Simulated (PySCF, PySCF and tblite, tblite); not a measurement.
# C₅H₅ClN₂: telling isomers apart by computed NMR, part 2 of 3

PySCF and tblite. Atoms count from 0. Earlier steps stand in the parts before.

### 11 Shieldings, isomer C, conformer 1: KT2/pcSseg-1 in dichloromethane

What the job is given:

```
{"job": {"xc": "KT2", "basis": "pcSseg-1", "solvent": "dichloromethane", "kind": "nmr", "pop": false}, "charge": 0, "multiplicity": 1}
C      1.971851     0.075015     0.180828
C      0.491245     0.155452     0.052341
N     -0.075454     1.353455     0.078577
C     -1.388162     1.425772    -0.034508
N     -2.218746     0.410230    -0.173397
C     -1.681707    -0.798359    -0.203397
C     -0.311502    -0.983748    -0.093096
Cl     0.378477    -2.563158    -0.134020
H      2.238418    -0.522939     1.050845
H      2.395943    -0.409843    -0.696967
H      2.381512     1.074948     0.282555
H     -1.824284     2.415212    -0.010207
H     -2.361982    -1.631550    -0.317280
```

What it wrote:

```text
coarse grid: 12280 points
cycle   1  E = -771.8082902070  dE =  1.265e+00  |g| = 4.791e-01  |ddm| = 3.668e+00
cycle   2  E = -771.7293320832  dE =  7.896e-02  |g| = 7.511e-01  |ddm| = 1.489e+00
cycle   3  E = -771.8543241177  dE = -1.250e-01  |g| = 1.722e-01  |ddm| = 9.561e-01
cycle   4  E = -771.8611544688  dE = -6.830e-03  |g| = 5.062e-02  |ddm| = 2.117e-01
cycle   5  E = -771.8617952044  dE = -6.407e-04  |g| = 1.588e-02  |ddm| = 6.692e-02
cycle   6  E = -771.8618521501  dE = -5.695e-05  |g| = 5.124e-03  |ddm| = 1.649e-02
cycle   7  E = -771.8618579313  dE = -5.781e-06  |g| = 1.712e-03  |ddm| = 6.083e-03
final grid: 116632 points
cycle   8  E = -771.8490691909  dE = -2.767e-04  |g| = 2.149e-02  |ddm| = 8.251e-02
cycle   9  E = -771.8489447279  dE =  1.245e-04  |g| = 2.886e-02  |ddm| = 5.524e-02
cycle  10  E = -771.8491455339  dE = -2.008e-04  |g| = 6.433e-03  |ddm| = 4.031e-02
cycle  11  E = -771.8491543582  dE = -8.824e-06  |g| = 2.724e-03  |ddm| = 8.915e-03
cycle  12  E = -771.8491563962  dE = -2.038e-06  |g| = 3.212e-04  |ddm| = 3.214e-03
cycle  13  E = -771.8491564181  dE = -2.192e-08  |g| = 1.115e-04  |ddm| = 3.363e-04
cycle  14  E = -771.8491564208  dE = -2.702e-09  |g| = 3.890e-05  |ddm| = 1.325e-04
cycle  15  E = -771.8491564212  dE = -3.370e-10  |g| = 1.570e-05  |ddm| = 5.203e-05
converged SCF energy = -771.8491564212

GIAO shielding tensors (ppm)
atom      isotropic    diamagn.    paramagn.     s11        s22        s33       span
  0 C      159.585     248.558     -88.973    143.262    151.888    183.604     40.342
  1 C       25.734     255.763    -230.029    -55.224     -6.627    139.052    194.276
  2 N      -39.614     333.668    -373.282   -223.519   -128.170    232.848    456.368
  3 C       35.822     254.486    -218.664    -46.010     31.299    122.176    168.186
  4 N      -35.749     334.094    -369.843   -233.233   -129.255    255.241    488.475
  5 C       35.974     248.101    -212.127    -53.527     30.927    130.523    184.050
  6 C       49.538     261.828    -212.290    -38.255     70.021    116.847    155.102
  7 Cl     742.749    1150.197    -407.449    598.508    708.452    921.286    322.777
  8 H       28.745      28.536       0.210     24.053     28.765     33.418      9.366
  9 H       28.743      28.529       0.214     24.052     28.763     33.415      9.363
 10 H       29.059      28.591       0.469     24.546     27.628     35.004     10.458
 11 H       22.781      29.381      -6.601     17.884     24.899     25.560      7.676
 12 H       23.049      29.550      -6.501     18.396     22.249     28.501     10.105
```

Run time: 28 s. Hardware: 1 thread of Arm Neoverse N1, shared host.

Key values: HOMO -6.24 eV, LUMO -2.19 eV; dipole 1.73 D.

### 12 Single-point energy, isomer C, conformer 1: B3LYP/def2-SVP in dichloromethane

The job, as its differences from that of step 11:

```diff
@@ -1,2 +1,2 @@
-{"job": {"xc": "KT2", "basis": "pcSseg-1", "solvent": "dichloromethane", "kind": "nmr", "pop": false}, "charge": 0, "multiplicity": 1}
+{"job": {"xc": "B3LYP", "basis": "def2-SVP", "solvent": "dichloromethane", "kind": "sp"}, "charge": 0, "multiplicity": 1}
 C      1.971851     0.075015     0.180828
```

What it wrote:

```text
coarse grid: 12280 points
cycle   1  E = -762.7492089327  dE =  1.362e+00  |g| = 4.366e-01  |ddm| = 4.307e+00
cycle   2  E = -762.7056069193  dE =  4.360e-02  |g| = 6.264e-01  |ddm| = 1.107e+00
cycle   3  E = -762.7923832841  dE = -8.678e-02  |g| = 9.371e-02  |ddm| = 6.474e-01
cycle   4  E = -762.7942649645  dE = -1.882e-03  |g| = 3.821e-02  |ddm| = 1.264e-01
cycle   5  E = -762.7946364510  dE = -3.715e-04  |g| = 9.492e-03  |ddm| = 4.764e-02
cycle   6  E = -762.7946557455  dE = -1.929e-05  |g| = 3.318e-03  |ddm| = 1.160e-02
cycle   7  E = -762.7946583331  dE = -2.588e-06  |g| = 6.748e-04  |ddm| = 3.437e-03
final grid: 116632 points
cycle   8  E = -762.8914638701  dE = -3.320e-05  |g| = 4.901e-03  |ddm| = 3.606e-02
cycle   9  E = -762.8914616767  dE =  2.193e-06  |g| = 5.843e-03  |ddm| = 1.157e-02
cycle  10  E = -762.8914699862  dE = -8.310e-06  |g| = 8.237e-04  |ddm| = 6.485e-03
cycle  11  E = -762.8914701347  dE = -1.485e-07  |g| = 2.154e-04  |ddm| = 9.194e-04
cycle  12  E = -762.8914701443  dE = -9.592e-09  |g| = 8.284e-05  |ddm| = 3.003e-04
cycle  13  E = -762.8914701459  dE = -1.556e-09  |g| = 2.009e-05  |ddm| = 9.359e-05
cycle  14  E = -762.8914701460  dE = -1.062e-10  |g| = 4.390e-06  |ddm| = 2.696e-05
converged SCF energy = -762.8914701460
```

Wall time 14 s (1 thread of Arm Neoverse N1, shared host).

This run: HOMO -7.13 eV, LUMO -1.27 eV; dipole 1.79 D.

### 13 The ensemble, isomer C: properties at KT2/pcSseg-1 in dichloromethane

What the job is given:

```
{"job": {"study": "conf", "smiles": "Cc1ncncc1Cl", "search": {"seed": 5606, "n_embed": 45, "ff_keep": 10, "window": 2.5, "nmax": 4, "temps": [250, 298.15, 350], "t_ref": 298.15, "order": 0.0005}, "level": {"nmr": {"xc": "KT2", "basis": "pcSseg-1", "solvent": "dichloromethane"}, "sp": {"xc": "B3LYP", "basis": "def2-SVP", "solvent": "dichloromethane"}}, "kind": "conf"}, "charge": 0, "multiplicity": 1}
C      1.971851     0.075015     0.180828
C      0.491245     0.155452     0.052341
N     -0.075454     1.353455     0.078577
C     -1.388162     1.425772    -0.034508
N     -2.218746     0.410230    -0.173397
C     -1.681707    -0.798359    -0.203397
C     -0.311502    -0.983748    -0.093096
Cl     0.378477    -2.563158    -0.134020
H      2.238418    -0.522939     1.050845
H      2.395943    -0.409843    -0.696967
H      2.381512     1.074948     0.282555
H     -1.824284     2.415212    -0.010207
H     -2.361982    -1.631550    -0.317280
```

What it wrote:

```text
conformer  sym    E(xTB)   E(DFT)   G(298.15 K)  weight  dipole/D
    1     Cs      0.000    0.000    0.000   1.0000    1.787

mean shielding (ppm) by class
class atoms           250 K   298.15 K      350 K
  0 C  0            159.585    159.585    159.585
  1 C  1             25.734     25.734     25.734
  2 N  2            -39.614    -39.614    -39.614
  3 C  3             35.822     35.822     35.822
  4 N  4            -35.749    -35.749    -35.749
  5 C  5             35.974     35.974     35.974
  6 C  6             49.538     49.538     49.538
  7 Cl 7            742.749    742.749    742.749
  8 H  8,9,10        28.849     28.849     28.849
  9 H  11            22.781     22.781     22.781
 10 H  12            23.049     23.049     23.049
```

Wall time 43 s (1 thread of Arm Neoverse N1, shared host). This counts the runs that the step sums up.

The search (ETKDG, MMFF94s, GFN2-xTB) embedded 45 structures, kept 1 distinct ones after the force field and 1 after xTB; 1 was carried on (window 2.5 kcal/mol at the search's own energies). Energies: B3LYP/def2-SVP in dichloromethane with D3(BJ).

Conformer by conformer (298 K):

```tsv
no.	group	mirror pair	ΔE xTB	ΔE DFT	ΔG	weight (%)	μ (D)	A, B, C (GHz)
1	Cs	no	0.00	0.00	0.00	100.0	1.79	2.98, 1.60, 1.05
```

Energies in kcal/mol. ΔG holds xTB vibrations and rotation, symmetry numbers and mirror pairs.

Shifts against references run at the same level (1H TMS 31.60, 13C TMS 186.3 ppm of shielding), by class of atoms, at 298 K:

```tsv
atoms	environment	average
C1	substituted aromatic carbon next to a ring nitrogen	160.6
C3	aromatic CH between two ring heteroatoms	150.5
C5	aromatic CH next to a ring nitrogen	150.4
C6	aromatic carbon bearing chlorine	136.8
C0	methyl carbon on an aromatic ring	26.8
H11	hydrogen on an aromatic CH between two ring heteroatoms	8.82
H12	hydrogen on an aromatic CH next to a ring nitrogen	8.55
H8, H9, H10	hydrogen on a methyl carbon on an aromatic ring	2.75
N2	pyridine-type ring nitrogen	-39.6 (σ)
N4	pyridine-type ring nitrogen	-35.7 (σ)
Cl7	chlorine bonded to C	743 (σ)
```

### 14 GFN2-xTB relaxation, isomer D, conformer 1

What the job is given:

```
{"job": {"xc": "GFN2-xTB", "basis": "xTB", "kind": "relax"}, "charge": 0, "multiplicity": 1}
C      2.040500    -0.638500    -0.809600
C      0.681700    -0.222100    -0.305800
N      0.037700    -1.097200     0.503000
C     -1.172600    -0.678000     0.962100
C     -1.726500     0.538700     0.692900
Cl    -3.250800     1.021000     1.297500
C     -0.969400     1.356200    -0.130500
N      0.241800     1.004800    -0.623100
H      2.810100    -0.332900    -0.097100
H      2.230400    -0.166700    -1.771400
H      2.077700    -1.722800    -0.940200
H     -1.687100    -1.406600     1.606400
H     -1.317800     2.344600    -0.402100
```

What it wrote:

```text
step      E/eV     max force
  0    -643.35675    2.791
  1    -643.48298    0.972
  2    -643.50350    0.230
  3    -643.50890    0.195
  4    -643.51573    0.238
  5    -643.51953    0.144
  6    -643.52180    0.125
  7    -643.52351    0.090
  8    -643.52438    0.070
  9    -643.52475    0.055
 10    -643.52494    0.040
 11    -643.52494    0.040
 12    -643.52500    0.027
 13    -643.52505    0.011
 14    -643.52506    0.009
 15    -643.52507    0.007
 16    -643.52508    0.006
 17    -643.52508    0.005
 18    -643.52508    0.005
 19    -643.52509    0.005
 20    -643.52509    0.005
 21    -643.52510    0.004
 22    -643.52510    0.003
```

It took 0.2 s on 1 thread of Arm Neoverse N1, shared host.

Relaxing gained 0.168 eV and moved the atoms by 0.03 Å on average (rms).

### 15 Shieldings, isomer D, conformer 1: KT2/pcSseg-1 in dichloromethane

What the job is given:

```
{"job": {"xc": "KT2", "basis": "pcSseg-1", "solvent": "dichloromethane", "kind": "nmr", "pop": false}, "charge": 0, "multiplicity": 1}
C      2.007923    -0.632017    -0.806900
C      0.676668    -0.218327    -0.283500
N      0.023376    -1.076843     0.491973
C     -1.149344    -0.712605     0.970347
C     -1.696265     0.532241     0.676019
Cl    -3.229532     1.014941     1.292322
C     -0.942700     1.365704    -0.144282
N      0.228739     0.987714    -0.615213
H      2.779095    -0.329627    -0.099495
H      2.201949    -0.141125    -1.755607
H      2.044968    -1.711909    -0.912633
H     -1.662480    -1.428807     1.598260
H     -1.286785     2.351147    -0.429018
```

What it wrote:

```text
coarse grid: 12280 points
cycle   1  E = -771.8047501673  dE =  1.262e+00  |g| = 4.893e-01  |ddm| = 3.649e+00
cycle   2  E = -771.7303214498  dE =  7.443e-02  |g| = 7.438e-01  |ddm| = 1.438e+00
cycle   3  E = -771.8528107586  dE = -1.225e-01  |g| = 1.778e-01  |ddm| = 9.273e-01
cycle   4  E = -771.8601413115  dE = -7.331e-03  |g| = 4.837e-02  |ddm| = 2.056e-01
cycle   5  E = -771.8606759196  dE = -5.346e-04  |g| = 1.674e-02  |ddm| = 6.122e-02
cycle   6  E = -771.8607397915  dE = -6.387e-05  |g| = 5.074e-03  |ddm| = 1.778e-02
cycle   7  E = -771.8607461879  dE = -6.396e-06  |g| = 1.148e-03  |ddm| = 5.856e-03
final grid: 116632 points
cycle   8  E = -771.8469784888  dE = -2.779e-04  |g| = 2.100e-02  |ddm| = 7.063e-02
cycle   9  E = -771.8468831534  dE =  9.534e-05  |g| = 2.650e-02  |ddm| = 5.090e-02
cycle  10  E = -771.8470571359  dE = -1.740e-04  |g| = 3.905e-03  |ddm| = 3.542e-02
cycle  11  E = -771.8470600310  dE = -2.895e-06  |g| = 1.979e-03  |ddm| = 5.547e-03
cycle  12  E = -771.8470611112  dE = -1.080e-06  |g| = 3.233e-04  |ddm| = 2.423e-03
cycle  13  E = -771.8470611357  dE = -2.449e-08  |g| = 9.951e-05  |ddm| = 3.365e-04
cycle  14  E = -771.8470611379  dE = -2.193e-09  |g| = 2.836e-05  |ddm| = 1.077e-04
cycle  15  E = -771.8470611381  dE = -1.564e-10  |g| = 1.066e-05  |ddm| = 3.030e-05
converged SCF energy = -771.8470611381

GIAO shielding tensors (ppm)
atom      isotropic    diamagn.    paramagn.     s11        s22        s33       span
  0 C      158.357     247.154     -88.797    135.528    151.731    187.813     52.286
  1 C       24.871     258.217    -233.346    -46.029     -4.551    125.192    171.222
  2 N      -40.206     334.462    -374.668   -240.490   -125.564    245.437    485.927
  3 C       35.189     248.607    -213.418    -54.625     30.045    130.148    184.773
  4 C       52.116     263.202    -211.086    -37.317     70.070    123.595    160.912
  5 Cl     756.466    1148.002    -391.536    602.135    683.125    984.138    382.004
  6 C       35.190     248.603    -213.413    -54.626     30.037    130.159    184.785
  7 N      -40.194     334.450    -374.644   -240.566   -125.520    245.504    486.071
  8 H       28.433      27.513       0.920     25.951     26.051     33.299      7.348
  9 H       28.855      28.222       0.633     24.586     28.155     33.824      9.237
 10 H       28.854      28.226       0.628     24.585     28.158     33.820      9.235
 11 H       23.047      30.014      -6.967     18.556     22.474     28.112      9.556
 12 H       23.046      30.010      -6.964     18.556     22.473     28.111      9.555
```

Run time: 27 s. Hardware: 1 thread of Arm Neoverse N1, shared host.

Key values: HOMO -6.15 eV, LUMO -2.31 eV; dipole 0.18 D.

### 16 Single-point energy, isomer D, conformer 1: B3LYP/def2-SVP in dichloromethane

The job, as its differences from that of step 15:

```diff
@@ -1,2 +1,2 @@
-{"job": {"xc": "KT2", "basis": "pcSseg-1", "solvent": "dichloromethane", "kind": "nmr", "pop": false}, "charge": 0, "multiplicity": 1}
+{"job": {"xc": "B3LYP", "basis": "def2-SVP", "solvent": "dichloromethane", "kind": "sp"}, "charge": 0, "multiplicity": 1}
 C      2.007923    -0.632017    -0.806900
```

What it wrote:

```text
coarse grid: 12280 points
cycle   1  E = -762.7472378004  dE =  1.355e+00  |g| = 4.460e-01  |ddm| = 4.272e+00
cycle   2  E = -762.7075928107  dE =  3.964e-02  |g| = 6.200e-01  |ddm| = 1.107e+00
cycle   3  E = -762.7922258694  dE = -8.463e-02  |g| = 9.981e-02  |ddm| = 6.403e-01
cycle   4  E = -762.7943788046  dE = -2.153e-03  |g| = 3.742e-02  |ddm| = 1.248e-01
cycle   5  E = -762.7947125098  dE = -3.337e-04  |g| = 1.016e-02  |ddm| = 4.451e-02
cycle   6  E = -762.7947349364  dE = -2.243e-05  |g| = 3.326e-03  |ddm| = 1.227e-02
cycle   7  E = -762.7947377496  dE = -2.813e-06  |g| = 5.509e-04  |ddm| = 3.593e-03
final grid: 116632 points
cycle   8  E = -762.8910029599  dE = -3.245e-05  |g| = 4.652e-03  |ddm| = 2.656e-02
cycle   9  E = -762.8910019475  dE =  1.012e-06  |g| = 5.112e-03  |ddm| = 1.072e-02
cycle  10  E = -762.8910086179  dE = -6.670e-06  |g| = 4.173e-04  |ddm| = 5.814e-03
cycle  11  E = -762.8910086477  dE = -2.983e-08  |g| = 2.291e-04  |ddm| = 5.222e-04
cycle  12  E = -762.8910086584  dE = -1.071e-08  |g| = 4.312e-05  |ddm| = 2.091e-04
cycle  13  E = -762.8910086588  dE = -3.238e-10  |g| = 2.350e-05  |ddm| = 6.865e-05
converged SCF energy = -762.8910086588
```

It took 13 s on 1 thread of Arm Neoverse N1, shared host.

This run: HOMO -7.04 eV, LUMO -1.39 eV; dipole 0.42 D.

### 17 The ensemble, isomer D: properties at KT2/pcSseg-1 in dichloromethane

What the job is given:

```
{"job": {"study": "conf", "smiles": "Cc1ncc(Cl)cn1", "search": {"seed": 5606, "n_embed": 45, "ff_keep": 10, "window": 2.5, "nmax": 4, "temps": [250, 298.15, 350], "t_ref": 298.15, "order": 0.0005}, "level": {"nmr": {"xc": "KT2", "basis": "pcSseg-1", "solvent": "dichloromethane"}, "sp": {"xc": "B3LYP", "basis": "def2-SVP", "solvent": "dichloromethane"}}, "kind": "conf"}, "charge": 0, "multiplicity": 1}
C      2.007923    -0.632017    -0.806900
C      0.676668    -0.218327    -0.283500
N      0.023376    -1.076843     0.491973
C     -1.149344    -0.712605     0.970347
C     -1.696265     0.532241     0.676019
Cl    -3.229532     1.014941     1.292322
C     -0.942700     1.365704    -0.144282
N      0.228739     0.987714    -0.615213
H      2.779095    -0.329627    -0.099495
H      2.201949    -0.141125    -1.755607
H      2.044968    -1.711909    -0.912633
H     -1.662480    -1.428807     1.598260
H     -1.286785     2.351147    -0.429018
```

What it wrote:

```text
conformer  sym    E(xTB)   E(DFT)   G(298.15 K)  weight  dipole/D
    1     Cs      0.000    0.000    0.000   1.0000    0.415

mean shielding (ppm) by class
class atoms           250 K   298.15 K      350 K
  0 C  0            158.357    158.357    158.357
  1 C  1             24.871     24.871     24.871
  2 N  2,7            -40.2      -40.2      -40.2
  3 C  3,6            35.19      35.19      35.19
  4 C  4             52.116     52.116     52.116
  5 Cl 5            756.466    756.466    756.466
  6 H  8,9,10        28.714     28.714     28.714
  7 H  11,12         23.047     23.047     23.047
```

Wall time 41 s (1 thread of Arm Neoverse N1, shared host). This counts the runs that the step sums up.

The search (ETKDG, MMFF94s, GFN2-xTB) embedded 45 structures, kept 1 distinct ones after the force field and 1 after xTB; 1 was carried on (window 2.5 kcal/mol at the search's own energies). Energies: B3LYP/def2-SVP in dichloromethane with D3(BJ).

Conformer by conformer (298 K):

```tsv
no.	group	mirror pair	ΔE xTB	ΔE DFT	ΔG	weight (%)	μ (D)	A, B, C (GHz)
1	Cs	no	0.00	0.00	0.00	100.0	0.41	5.96, 1.02, 0.88
```

Energies in kcal/mol. ΔG holds xTB vibrations and rotation, symmetry numbers and mirror pairs.

Shifts against references run at the same level (1H TMS 31.60, 13C TMS 186.3 ppm of shielding), by class of atoms, at 298 K:

```tsv
atoms	environment	average
C1	substituted aromatic carbon next to a ring nitrogen	161.5
C3, C6	aromatic CH next to a ring nitrogen	151.1
C4	aromatic carbon bearing chlorine	134.2
C0	methyl carbon on an aromatic ring	28.0
H11, H12	hydrogen on an aromatic CH next to a ring nitrogen	8.55
H8, H9, H10	hydrogen on a methyl carbon on an aromatic ring	2.89
N2, N7	pyridine-type ring nitrogen	-40.2 (σ)
Cl5	chlorine bonded to C	756 (σ)
```

### 18 GFN2-xTB relaxation, isomer E, conformer 1

What the job is given:

```
{"job": {"xc": "GFN2-xTB", "basis": "xTB", "kind": "relax"}, "charge": 0, "multiplicity": 1}
C     -1.947400    -0.465600    -0.036800
C     -0.486700    -0.188400    -0.008300
C      0.005200     1.091200    -0.159500
C      1.363700     1.259000    -0.123000
N      2.220500     0.234000     0.087000
C      1.642900    -0.966700     0.223600
Cl     2.701200    -2.282900     0.471500
N      0.342700    -1.240700     0.203100
H     -2.457600     0.090500     0.760000
H     -2.374700    -0.166600    -0.999700
H     -2.164200    -1.530000     0.108300
H     -0.666500     1.935800    -0.319600
H      1.816700     2.231000    -0.224300
```

What it wrote:

```text
step      E/eV     max force
  0    -643.53549    1.592
  1    -643.59252    0.759
  2    -643.60436    0.225
  3    -643.60785    0.167
  4    -643.61230    0.099
  5    -643.61309    0.077
  6    -643.61387    0.060
  7    -643.61424    0.066
  8    -643.61470    0.067
  9    -643.61518    0.062
 10    -643.61570    0.050
 11    -643.61608    0.049
 12    -643.61632    0.037
 13    -643.61632    0.037
 14    -643.61643    0.037
 15    -643.61672    0.038
 16    -643.61681    0.030
 17    -643.61695    0.027
 18    -643.61701    0.021
 19    -643.61706    0.025
 20    -643.61711    0.020
 21    -643.61715    0.021
 22    -643.61718    0.019
 23    -643.61722    0.020
 24    -643.61727    0.019
 25    -643.61731    0.015
 26    -643.61732    0.009
 27    -643.61733    0.007
 28    -643.61733    0.005
 29    -643.61734    0.004
 30    -643.61734    0.004
```

Run time: 0.28 s. Hardware: 1 thread of Arm Neoverse N1, shared host.

Relaxing gained 0.082 eV and moved the atoms by 0.03 Å on average (rms).

(Continued in part 3 of 3.)
